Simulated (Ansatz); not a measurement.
# MoW5: further runs on a relaxed guess, part 2 of 2

The task, for MoW5: get its elastic tensor and see how the gap depends on the level of theory.

Ansatz 0.2.0; DFT PBE, scalar-relativistic, plane waves, PAW. Earlier steps stand in the parts before.

### 3 The same geometry with r2SCAN

Contents of input.yaml:

```yaml
crystal:
  lattice:
    - [3.1798401, 0.0, 0.0]
    - [0.0, 3.1798401, 0.0]
    - [0.0, 0.0, 9.5417943]
  atoms:
    - { symbol: Mo, position: [0.5, 0.5, 0.5] }
    - { symbol: W, position: [0.0, 0.0, 0.665934] }
    - { symbol: W, position: [0.5, 0.5, 0.832858] }
    - { symbol: W, position: [0.0, 0.0, 0.0] }
    - { symbol: W, position: [0.5, 0.5, 0.167142] }
    - { symbol: W, position: [0.0, 0.0, 0.334066] }
basis:
  ecutwfc: 500
kpoints:
  mp_grid: { grid: [12, 12, 4] }
  band_path:
    path:
      - [[0.0, 0.0, 0.0], [0.0, 0.5, 0.0], [0.5, 0.5, 0.0], [0.0, 0.0, 0.0], [0.0, 0.0, 0.5], [0.0, 0.5, 0.5], [0.5, 0.5, 0.5], [0.0, 0.0, 0.5]]
      - [[0.0, 0.5, 0.0], [0.0, 0.5, 0.5]]
      - [[0.5, 0.5, 0.0], [0.5, 0.5, 0.5]]
    npoints: 14
hamiltonian:
  xc: r2scan
scf:
  occupations: { method: gaussian, width: 0.1 }
  n_extra_bands: 15
output:
  forces: true
  stress: true
  eigenvalues: true
  populations: true
  dos: { projected: true, de: 0.02, nscf_kmesh: { grid: [15, 15, 5] } }
  bader: true
  write_density: true
  write_potential: true
  elf: true
  volumetric_format: npy
```

Launch:

```sh
ansatz run input.yaml --threads 4 --pin off --max-ram 8192MiB --backend cpu --events-out ev --progress --plain --runs-dir out
```

Log:

```text
Warning: RAYON_NUM_THREADS=4 ignored (pool sized by the plan → 4); use --threads N
scf.n_extra_bands = 15 over 42 filled bands (N_el = 84.0): the run solves 57 bands
Engine: ansatz 0.2.0, x86_64-unknown-linux-gnu
Pseudopotentials: kind: paw
Pseudopotential: Mo, paw, valence charge 14, recommended cutoff 500 eV (meta_gga), Mo.paw.azcp
Pseudopotential: W, paw, valence charge 14, recommended cutoff 500 eV (meta_gga), W.paw.azcp
Functional definition: r2SCAN
  parameter k0 = 0.174
  parameter k1 = 0.065
  parameter a1 = 4.9479
  exchange = r2scan_x(k0 = k0, k1 = k1, a1 = a1)
  correlation = r2scan_c
Crystal: 6 atoms, lattice volume = 96.481 Å³
Basis set: ecut = 500 eV, 2439 PW (Γ), exchange–correlation on 96×96×288 points (64 copies of the dense FFT grid, shifted against one another)
Bands: 57, of which v1, the nominal top of the filled ones, is band 42 counted from 1 (41 counted from 0)
Symmetry: 16 space group operations
Space group: P4/mmm (ITA 123), of the structure as read, at distance tolerance 4.6e-5 Å
k-points: 84 of 576
Non-local potential: Mo, projectors of the file, l = 0: 3, l = 1: 2, l = 2: 2, l = 3: 1
Non-local potential: W, projectors of the file, l = 0: 3, l = 1: 2, l = 2: 2, l = 3: 1
PAW form: soft (Blöchl's): semilocal exchange-correlation on the pseudo side does not see the compensation charge
PAW frozen core: Mo, regenerated for the run's functional (the file was generated under x = pbe(κ = 0.804, μ = 0.2195149727645171), c = pbe(β = 0.06672455060314922))
PAW frozen core: W, regenerated for the run's functional (the file was generated under x = pbe(κ = 0.804, μ = 0.2195149727645171), c = pbe(β = 0.06672455060314922))
PAW one-centre angular grid: Mo, 590 points (default); XC on 160 Gauss nodes
PAW one-centre angular grid: W, 590 points (default); XC on 160 Gauss nodes
Initial density: superposition of atomic densities (neutral atoms: chi_scale 0, normalization atom), corrected by the library's trained network
Initial wavefunctions: pseudopotential atomic-orbital guess
Functional: x = r2scan, c = r2scan; τ floored in thin density (d = 2e-4 eV/Å³)
SCF iter   1: F=—  HF=-56954.029704 eV  |F-HF|=—  |Δ(HF+E_count)|=         —  Δρ=9.94e-3  dr2=2.35e-1  dr2_τ=2.90e-1  ethr=1.77e-3  ⟨swp⟩=5.2  Hψ=18642  notcnv=0  defer=22
preconditioner: auto → Kerker (q_TF=auto, 2.666 Å⁻¹)  [metal: Δε(μ)=0.045 eV  Ē_g=6.208 eV  σ=0.100 eV  W_gap=0.25  n_scr=28 (ndim 8)  ℏωp=22.7 eV  f_vac=0.000  D(μ)=1.54/eV (n_scr^D=4)]
SCF iter   2: F=—  HF=-56954.091337 eV  |F-HF|=—  |Δ(HF+E_count)|=   6.16e-2  Δρ=4.49e-3  dr2=1.71e-2  dr2_τ=8.31e-3  ethr=2.79e-4  ⟨swp⟩=1.5  Hψ=5639  notcnv=0  defer=128
SCF iter   3: F=—  HF=-56954.092555 eV  |F-HF|=—  |Δ(HF+E_count)|=   1.22e-3  Δρ=2.56e-3  dr2=2.87e-3  dr2_τ=8.44e-4  ethr=2.03e-5  ⟨swp⟩=2.0  Hψ=5299  notcnv=0  defer=128
SCF iter   4: F=—  HF=-56954.093848 eV  |F-HF|=—  |Δ(HF+E_count)|=   1.29e-3  Δρ=1.27e-3  dr2=1.39e-3  dr2_τ=1.63e-4  ethr=3.42e-6  ⟨swp⟩=2.1  Hψ=5276  notcnv=0  defer=128
SCF iter   5: F=—  HF=-56954.094120 eV  |F-HF|=—  |Δ(HF+E_count)|=   2.71e-4  Δρ=3.10e-4  dr2=1.16e-4  dr2_τ=1.69e-5  ethr=1.65e-6  ⟨swp⟩=2.1  Hψ=5146  notcnv=0  defer=128
SCF iter   6: F=—  HF=-56954.094140 eV  |F-HF|=—  |Δ(HF+E_count)|=   2.07e-5  Δρ=7.25e-5  dr2=6.87e-6  dr2_τ=4.61e-7  ethr=1.38e-7  ⟨swp⟩=2.1  Hψ=5480  notcnv=0  defer=128
SCF iter   7: F=—  HF=-56954.094142 eV  |F-HF|=—  |Δ(HF+E_count)|=   1.34e-6  Δρ=1.11e-5  dr2=6.69e-7  dr2_τ=2.48e-8  ethr=8.18e-9  ⟨swp⟩=2.2  Hψ=5854  notcnv=0  defer=128
SCF iter   8: F=-56954.094142 eV  HF=-56954.094142 eV  |F-HF|=2.29e-8  |Δ(HF+E_count)|=   2.90e-8  Δρ=3.71e-6  dr2=3.27e-8  dr2_τ=1.32e-9  ethr=1.19e-10  ⟨swp⟩=13.3  Hψ=30264  notcnv=0
SCF 1 converged in 8 iterations: F = -56954.094142 eV  dr2 = 3.27e-8
NSCF: frozen V_eff on 129 k-points
NSCF: frozen V_eff on 108 k-points
SCF converged after 8 iterations
Free energy (F): -56954.094142 eV
Harris-Foulkes:  -56954.094142 eV  (|F-HF|=2.29e-8)
Internal energy: -56954.086007 eV  (E = F + TS)
E sigma→0 (E₀):  -56954.090074 eV
Entropy (-TS):   -0.008135 eV (-1.356 meV/atom)
Fermi energy:    21.830795 eV
--- Per-component energies (eV) ---
  E_band       = -581.740497
  E_kinetic    = 2689.076524
  E_local      = -3846.698245  (includes V_loc(G=0)·N_el)
  E_nonlocal   = 146.384365
  E_hartree    = 1354.660689
  E_xc         = -1422.780418
  E_vxc        = -1554.249290  (∫ρ·V_xc dr)
  E_paw        = -46182.246062  (= ΣΔE_a)
  E_vpaw       = -809.452879  (= ΣTr[D̂ρ^β])
  E_aug_tail   = -0.000226  (compensation charges beyond the density's cutoff)
  E_vtau       = 83.878122  (kinetic-family band-sum trace: ∫τ·v_τ [+ j·A + Jᵃ·Aᵃ] dr)
  E_ewald      = -9689.321686
  E_core_change = -3.160948  (= ΣΔE_core)
  E_smearing   = -0.008135  (= −TS)
  E_closure    = 0.000000  (closes the sum)
  Σ components = -56954.094142   (vs F -56954.094142, Δ=0.00e0)
--- Forces (eV/Å), atoms counted from 1 ---
  atom   1  Mo     0.00000000    -0.00000000    -0.00000000
  atom   2  W     -0.00000000     0.00000000     0.04230330
  atom   3  W      0.00000000     0.00000000     0.02102265
  atom   4  W     -0.00000000     0.00000000     0.00000000
  atom   5  W     -0.00000000     0.00000000    -0.02102265
  atom   6  W      0.00000000     0.00000000    -0.04230330
  max |Σ_I F_I| component: 6.94e-18 eV/Å
--- Stress (GPa, compression-positive) ---
       -4.114207      -0.000000       0.000000
       -0.000000      -4.114207       0.000000
        0.000000       0.000000      -4.161397
  P = ⅓ Tr σ = -4.1299 GPa (-41.299 kbar)
--- Band table (eV; the first three rows and the last of 84) ---
  k-point 0: bands = ["-54.2295", "-54.2023", "-54.1466", "-54.0593", "-54.0076", "-41.1803", "-18.0620", "-18.0471", "-18.0237", "-18.0237", "-17.8643", "-17.8643", "-17.8374", "-17.6725", "-17.6725", "-17.5915", "-17.4041", "-17.4041", "-17.2828", "-17.2326", "-17.2326", "-14.5307", "-14.3774", "-14.3774", "12.0880", "14.3343", "14.9061", "15.9950", "15.9953", "17.2779", "17.3809", "17.3863", "17.4577", "20.4803", "20.4803", "20.5203", "20.5695", "20.5695", "20.6082", "20.6082", "21.1654", "21.2309", "21.6599", "21.8025", "22.5821", "22.5821", "22.7813", "22.7813", "24.1605", "24.2060", "24.6000", "24.8914", "25.1506", "25.4000", "26.1502", "26.2677", "26.8224"]
  k-point 1: bands = ["-54.2284", "-54.2043", "-54.1452", "-54.0599", "-54.0074", "-41.1803", "-18.0747", "-18.0202", "-18.0200", "-18.0200", "-17.8753", "-17.8753", "-17.8646", "-17.6597", "-17.6597", "-17.5749", "-17.4124", "-17.4124", "-17.2861", "-17.2298", "-17.2298", "-14.5310", "-14.3774", "-14.3774", "12.2358", "13.6362", "15.6980", "16.0847", "16.1276", "16.8061", "16.9748", "17.2833", "18.1897", "20.1143", "20.4476", "20.4476", "20.5228", "20.5228", "20.5955", "20.8125", "20.8125", "21.2150", "21.8490", "21.8490", "22.2773", "22.3690", "23.7131", "23.7131", "23.9122", "23.9481", "24.2312", "24.9113", "25.5090", "25.5329", "25.6552", "26.1463", "26.1463"]
  k-point 2: bands = ["-54.2271", "-54.2065", "-54.1438", "-54.0605", "-54.0072", "-41.1803", "-18.0803", "-18.0159", "-18.0159", "-17.9943", "-17.8964", "-17.8858", "-17.8858", "-17.6473", "-17.6473", "-17.5600", "-17.4211", "-17.4211", "-17.2895", "-17.2271", "-17.2271", "-14.5312", "-14.3774", "-14.3774", "12.4949", "13.1134", "16.3104", "16.4053", "16.4156", "16.5059", "16.5238", "16.8686", "19.0824", "19.1114", "20.4373", "20.4373", "20.5014", "20.5014", "20.7693", "20.8956", "21.1767", "21.1767", "21.2822", "21.2822", "23.0082", "23.1731", "23.2091", "23.3214", "24.3466", "24.6951", "24.7627", "24.7627", "25.0644", "25.0644", "25.5181", "25.5664", "26.0486"]
  k-point 83: bands = ["-54.1552", "-54.1505", "-54.0936", "-54.0781", "-54.0735", "-41.1399", "-18.3846", "-18.3846", "-18.2027", "-18.2027", "-17.8585", "-17.8560", "-17.8560", "-17.7456", "-17.6950", "-17.6650", "-17.6290", "-17.5488", "-17.5488", "-17.2635", "-17.2635", "-14.5693", "-14.5693", "-14.5204", "16.0478", "16.0885", "16.1724", "16.4553", "18.0916", "18.0916", "18.1524", "18.1524", "18.7112", "18.7131", "18.7131", "18.7677", "18.7677", "18.7737", "21.3414", "21.3414", "21.6103", "21.6103", "23.9812", "24.2746", "24.3574", "24.4399", "24.4551", "25.1778", "25.2196", "25.2374", "25.2613", "25.3496", "25.3557", "25.3594", "28.8057", "28.8057", "28.9387"]
--- Löwdin populations: 6 sites ---
  site symbol       q [e]
     0     Mo     14.0725
     1      W     13.7598
     2      W     13.8332
     3      W     13.8373
     4      W     13.8332
     5      W     13.7598
  spilling = 0.010766 (of n_electrons = 84.000000)
--- Bader charges: 6 sites ---
  site symbol  charge [e]  shift [e]
     0     Mo      0.1023     0.0000
     1      W     -0.0324     0.0000
     2      W     -0.0175     0.0000
     3      W     -0.0026     0.0000
     4      W     -0.0175     0.0000
     5      W     -0.0324     0.0000
  estimated error of the sums over rays = 5.8e-4 e
```

Run time: 25 s. Hardware: 4 threads of Intel Xeon 6975P-C (Granite Rapids), shared host; peak memory 1.1 GiB.

Per atom:

| atom | Löwdin electrons | Bader charge (e) | Bader volume (Å³) |
| --- | --- | --- | --- |
| Mo1 | 14.07 | +0.10 | 15.1 |
| W2 | 13.76 | -0.03 | 16.4 |
| W3 | 13.83 | -0.02 | 16.2 |
| W4 | 13.84 | -0.00 | 16.1 |
| W5 | 13.83 | -0.02 | 16.2 |
| W6 | 13.76 | -0.03 | 16.4 |

The Löwdin counts miss 0.90 of the 84 electrons, which the atomic orbitals do not span, so they are no charges.

bands.tsv at the labelled points (eV, zero at the Fermi level; the bands nearest the Fermi level):

| point | band 39 | band 40 | band 41 | band 42 | band 43 | band 44 | band 45 | band 46 |
| --- | --- | --- | --- | --- | --- | --- | --- | --- |
| Γ | -1.22 | -1.22 | -0.67 | -0.60 | -0.17 | -0.03 | 0.75 | 0.75 |
| X | -0.97 | -0.94 | -0.67 | -0.66 | -0.55 | -0.54 | 1.16 | 1.38 |
| M | -1.86 | -1.86 | 0.65 | 0.65 | 2.08 | 2.26 | 2.53 | 2.84 |
| Γ | -1.22 | -1.22 | -0.67 | -0.60 | -0.17 | -0.03 | 0.75 | 0.75 |
| Z | -1.06 | -0.94 | -0.65 | -0.65 | -0.55 | -0.55 | 1.18 | 1.34 |
| R | -1.90 | -1.87 | 0.23 | 0.30 | 0.39 | 0.41 | 0.66 | 0.68 |
| A | -0.49 | -0.49 | -0.22 | -0.22 | 2.15 | 2.44 | 2.53 | 2.61 |
| Z | -1.06 | -0.94 | -0.65 | -0.65 | -0.55 | -0.55 | 1.18 | 1.34 |
| X | -0.97 | -0.94 | -0.67 | -0.66 | -0.55 | -0.54 | 1.16 | 1.38 |
| R | -1.90 | -1.87 | 0.23 | 0.30 | 0.39 | 0.41 | 0.66 | 0.68 |
| M | -1.86 | -1.86 | 0.65 | 0.65 | 2.08 | 2.26 | 2.53 | 2.84 |
| A | -0.49 | -0.49 | -0.22 | -0.22 | 2.15 | 2.44 | 2.53 | 2.61 |

States per cell in windows of 1 eV, from dos.tsv and pdos.tsv (zero at the Fermi level):

```csv
from,to,total,Mo 4d,W 6s,W 5d
-8,-7,0.73,0.01,0.54,0.07
-7,-6,1.96,0.12,0.86,0.78
-6,-5,4.36,0.47,0.93,2.71
-5,-4,5.22,0.82,0.39,3.74
-4,-3,7.44,1.26,0.06,5.94
-3,-2,7.66,1.30,0.36,5.63
-2,-1,5.95,0.92,0.41,4.12
-1,0,2.26,0.33,0.13,1.48
0,1,3.68,0.64,0.07,2.78
1,2,5.81,1.11,0.07,4.50
2,3,7.25,1.57,0.09,5.44
```

The solved bands begin to run out at 3.9 eV, so nothing above is shown.

Below -8 eV lie 48 or so more states.

Density in a lattice plane of the grid's cell (edges 3.18 and 9.54 Å, at 0.500 of the third edge), which holds Mo and W.

Values in e/Å³, 12 rows by 6 columns:
```
0.28 0.34 0.81 1.56 0.81 0.34
0.26 0.49 4.21 3.52 4.21 0.49
0.28 0.34 0.84 1.64 0.84 0.34
0.26 0.27 0.27 0.25 0.27 0.27
0.27 0.32 0.79 1.51 0.79 0.32
0.25 0.47 4.43 6.19 4.43 0.47
0.27 0.32 0.79 1.51 0.79 0.32
0.26 0.27 0.27 0.25 0.27 0.27
0.28 0.34 0.84 1.64 0.84 0.34
0.26 0.49 4.21 3.52 4.21 0.49
0.28 0.34 0.81 1.56 0.81 0.34
0.26 0.28 0.27 0.26 0.27 0.28
```
Columns run along the first of these edges and rows up along the second, over one cell in 6 and 12 even steps from the bottom left corner. Atoms in the plane (fractional): Mo at (0.50, 0.50), W at (0.50, 0.83), W at (0.50, 0.17).

ELF in the same plane.

Ten even steps from ' ' (0.10) to '@' (0.72):
```
****==..  ..==**
**==::##%%##::==
++  ++%%  %%++  
++..==@@==@@==..
##++::==++==::++
++**++--..--++**
++****==--==****
**++::......::++
++::--@@@@@@--::
==  ++@@..@@++  
++::--@@@@@@--::
**++::......::++
++****==--==****
++**++--..--++**
##++::==++==::++
++..==@@==@@==..
++  ++%%  %%++  
**==::##%%##::==
****==..  ..==**
==****++==++****
```
Columns run along the first of these edges and rows up along the second, over one cell in 8 and 20 even steps from the bottom left corner. Atoms in the plane (fractional): Mo at (0.50, 0.50), W at (0.50, 0.83), W at (0.50, 0.17).

Both are smooth fields of the valence electrons: close to the nuclei they are not physical.

Outside the cores ELF peaks at 0.54 between the atoms, 1.8 Å from W.

### 4 Variant: starting moments, xc pbesol, spin_polarized true, ecutwfc left out

Contents of input.yaml:

```yaml
crystal:
  lattice:
    - [3.1798401, 0.0, 0.0]
    - [0.0, 3.1798401, 0.0]
    - [0.0, 0.0, 9.5417943]
  atoms:
    - { symbol: Mo, position: [0.5, 0.5, 0.5], spin: -0.5 }
    - { symbol: W, position: [0.0, 0.0, 0.665934], spin: -2.0 }
    - { symbol: W, position: [0.5, 0.5, 0.832858], spin: -1.0 }
    - { symbol: W, position: [0.0, 0.0, 0.0], spin: 2.0 }
    - { symbol: W, position: [0.5, 0.5, 0.167142], spin: 2.0 }
    - { symbol: W, position: [0.0, 0.0, 0.334066], spin: 2.0 }
kpoints:
  mp_grid: { grid: [12, 12, 4] }
hamiltonian:
  xc: pbesol
scf:
  occupations: { method: gaussian, width: 0.1 }
output:
  forces: true
  eigenvalues: true
  stress: true
magnetization:
  spin_polarized: true
```

Launch:

```sh
ansatz run input.yaml --threads 4 --pin off --max-ram 8192MiB --backend cpu --events-out ev --progress --plain --runs-dir out
```

Log, shortened:

```text
Warning: RAYON_NUM_THREADS=4 ignored (pool sized by the plan → 4); use --threads N
[...]
[... 3 set-up lines as earlier in the session ...]
Functional definition: PBEsol
[...]
Crystal: 6 atoms, lattice volume = 96.481 Å³
Basis set: ecut = 420 eV, 1895 PW (Γ), exchange–correlation on 48×48×128 points (8 copies of the dense FFT grid, shifted against one another)
Bands: 57, of which v1, the nominal top of the filled ones, is band 42 counted from 1 (41 counted from 0)
Symmetry: 8 space group operations
Space group: P4mm (ITA 99), of the structure as read, at distance tolerance 4.6e-5 Å
Magnetic group: BNS 99.163 (UNI 823), of the structure as read, at distance tolerance 4.6e-5 Å
k-points: 84 of 576 (time reversal used)
[...]
Starting moments: Σ|m| = 9.5 μB on 6 of 6 sites
[...]
WARN: the starting moments were not kept: the SCF closed with an absolute magnetisation of 5.6e-6 μB, where they sum to 9.5 μB in size (6 sites). That is at most 0.1 of that sum. Measured as dr2_m measures the in/out step, that magnetisation stands 1.6e-12 eV from none, at or under the [...]
Spin contamination: 0.0000 ħ² per cell (⟨S²⟩ above its minimum at these occupations)
Per-site moments (μB) at R_I (Å): [(-1.9411935676806114e-7, 1.1343792041672955), (-2.5891419359281416e-7, 1.1343792041672955), (-7.328807119240455e-7, 1.1366271396997487), (1.3213263818345913e-6, 1.1371233365157238), (-1.0678432003202475e-6, 1.136627139699749), (9.572805435930789e-7, [...]
Free energy (F): -56180.251246 eV
[...]
E sigma→0 (E₀):  -56180.245169 eV
Entropy (-TS):   -0.012154 eV (-2.026 meV/atom)
Fermi energy:    21.817585 eV
[...]
--- Forces (eV/Å), atoms counted from 1 ---
  atom   1  Mo    -0.00000000     0.00000000    -0.00000066
  atom   2  W      0.00000000     0.00000000     0.02411013
  atom   3  W      0.00000000    -0.00000000     0.00227798
  atom   4  W     -0.00000000     0.00000000    -0.00000018
  atom   5  W     -0.00000000     0.00000000    -0.00227724
  atom   6  W     -0.00000000    -0.00000000    -0.02411025
[...]
--- Stress (GPa, compression-positive) ---
       -8.415720      -0.000000       0.000000
       -0.000000      -8.415720      -0.000000
        0.000000      -0.000000      -8.447032
  P = ⅓ Tr σ = -8.4262 GPa (-84.262 kbar)
--- Band table (eV; the first three rows and the last of 168) ---
[...]
```

Run time: 58 s. Hardware: 4 threads of Intel Xeon 6975P-C (Granite Rapids), shared host; peak memory 1.2 GiB.

| run | ending | energy change | pressure (GPa) | gap (eV) | force (eV/Å) | cycles | time |
| --- | --- | --- | --- | --- | --- | --- | --- |
| step 3 | converged | - | -4.1 | 0.00 | 0.04 | 8 | 25 s |
| variant | converged | not comparable | -8.4 | 0.00 | 0.02 | 11 | 58 s |

A change of functional puts the total energy on another scale; the pressure goes from -4.1 to -8.4 GPa. The spin polarisation and cutoff changed too.

### 5 The levels side by side

| level | gap (eV) | pressure (GPa) | CPU time | against the first |
| --- | --- | --- | --- | --- |
| PBE | 0.00 | 0.0 | 72 s | × 1 |
| r2SCAN | 0.00 | -4.1 | 98 s | × 1.4 |

All at the geometry relaxed with the first.

### 6 Outcome

This closing draws on all 2 parts.

```
                          quantity                         value
       C11, C12, C44 (relaxed-ion)             504, 190, 133 GPa
      B, G, E (Hill) (relaxed-ion)             295, 142, 368 GPa
       Poisson ratio (relaxed-ion)                          0.29
                 Debye temperature                         376 K
                      gap (r2SCAN)                  none (metal)
states at the Fermi level (r2SCAN)          2.21 per eV per cell
            Bader charges (r2SCAN)  Mo +0.10, W -0.03 to -0.00 e
```

The tensor is positive definite (least eigenvalue 133 GPa), so the crystal resists every homogeneous strain. B/G = 2.07 lies over 1.75, which by Pugh's rule of thumb suggests ductile behaviour; Young's modulus ranges from about 347 to 400 GPa with direction. All levels find a metal. At this fixed cell r2SCAN gives -4.1 GPa, so it would relax to a smaller volume. Spin-orbit coupling is left out, which matters for the bands of W.
